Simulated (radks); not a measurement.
**Excited configurations of K**

The task here is to estimate one member of a computed series from the others.

Program: radks (a radial shooting solver on a logarithmic mesh, Libxc functionals) version 1. Level of theory: scalar-relativistic Kohn-Sham, PBEsol, spin-polarised, spherical densities, point nucleus; open shells are filled with parallel spins first. These are calculated values, not measurements, unless marked.

### The atom as given

```
element       : potassium (Z = 19)
charge        : 0
electrons     : 19
configuration : [Ar] 4s1
```

The outer shells:

K
```
[Ar] core
4s [↑ ]
```

The first run:

Input:

```text
Z 19
configuration [Ar] 4s1
relativity scalar-relativistic
functional pbe_sol,pbe_sol
spin polarised
nucleus point
c 137.035999084
```

Steps of the session up to this table: Ground configuration: [Ar] 4s1.

One of the session's tables, all rows but one given; the rest of the session is left out.

It belongs to the step «Ground configuration: [Ar] 4s1». Radial moments (bohr):

```
  level     <r>  outermost maximum (interpolated)  90 % within  nodes
2s down       ?                                 ?            ?      ?
  2p up  0.3508                             0.263        0.580      0
2p down  0.3508                             0.263        0.580      0
  3s up   1.270                              1.08         1.92      2
3s down   1.269                              1.08         1.91      2
  3p up   1.438                              1.16         2.25      1
3p down   1.433                              1.16         2.24      1
  4s up   4.908                              4.17         7.37      3
```

Estimate the missing values for 2s down.

The run gave: <r>: 0.3881; outermost maximum (interpolated): 0.318; 90 % within: 0.605; nodes: 1. In the column «<r>» it lies between 2p down (0.3508) and 3s down (1.269).
